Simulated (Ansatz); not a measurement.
# CdO5: the cost of one run

Method: DFT PBE, scalar-relativistic, plane waves, PAW, unless a step names another level, in Ansatz 0.2.0.

3 further runs of the same task are left out: 2 that didn't finish, 1 set aside as unsound or not needed.

### 1 The starting structure

Symmetry: P-6m2, No. 187, hexagonal system. The conventional cell has a = 3.780 Å, b = 3.780 Å, c = 8.855 Å, α = 90.00°, β = 90.00°, γ = 120.00°. Cd (site symmetry -6m2) is surrounded by 3 O at 2.18 Å. Around O (site symmetry 3m) lie 1 O at 1.21 Å. O (site symmetry -6m2) has 3 Cd at 2.18 Å as nearest neighbours.

Coordinates:

```cif
data_structure
_symmetry_space_group_name_H-M 'P-6m2'
_symmetry_Int_Tables_number 187
_cell_length_a 3.7797
_cell_length_b 3.7797
_cell_length_c 8.8555
_cell_angle_alpha 90.000
_cell_angle_beta 90.000
_cell_angle_gamma 120.000
_cell_volume 109.56
loop_
_atom_site_label
_atom_site_type_symbol
_atom_site_symmetry_multiplicity
_atom_site_Wyckoff_symbol
_atom_site_fract_x
_atom_site_fract_y
_atom_site_fract_z
_atom_site_occupancy
Cd1 Cd 1 a 0.00000 0.00000 0.00000 1
O1 O 2 g 0.00000 0.00000 0.56853 1
O2 O 2 i 0.66667 0.33333 0.56850 1
O3 O 1 c 0.33333 0.66667 0.00000 1
```

It came out lowest among 19 distinct ends of the trial cells. At a tolerance of 0.05 Å it has space group P-6m2 (No. 187).

### 2 Relaxing to 0.001 eV/Å, on the response runs' mesh and smearing

Contents of input.yaml:

```yaml
crystal:
  lattice:
    - [3.7796715991, 0.0, 0.0]
    - [-1.8898357995, 3.2732916228, 0.0]
    - [0.0, 0.0, 8.8554815385]
  atoms:
    - { symbol: Cd, position: [0.0, 0.0, 0.0] }
    - { symbol: O, position: [0.0, 0.0, 0.5685309292] }
    - { symbol: O, position: [0.0, 0.0, 0.4314690708] }
    - { symbol: O, position: [0.6666666667, 0.3333333333, 0.5684958101] }
    - { symbol: O, position: [0.6666666667, 0.3333333333, 0.4315041899] }
    - { symbol: O, position: [0.3333333333, 0.6666666667, 0.0] }
basis:
  ecutwfc: 420
kpoints:
  mp_grid: { grid: [12, 12, 4] }
hamiltonian:
  xc: pbe
scf:
  occupations: { method: gaussian, width: 0.1 }
output:
  forces: true
  stress: true
  eigenvalues: true
relax:
  adjacent_minimum: "off"
  f_tol: 0.001
  max_steps: 60
  cell: { stress_tol: 0.01 }
```

Command:

```sh
> ansatz run input.yaml --threads 3 --pin off --max-ram 7680MiB --backend cpu --events-out ev --progress --plain --runs-dir out
```

What time and memory should one allow on 3 threads of Intel Xeon at 2.50GHz (Skylake/Cascade Lake), shared host?

About 3 min, with a peak of 0.5 GiB.
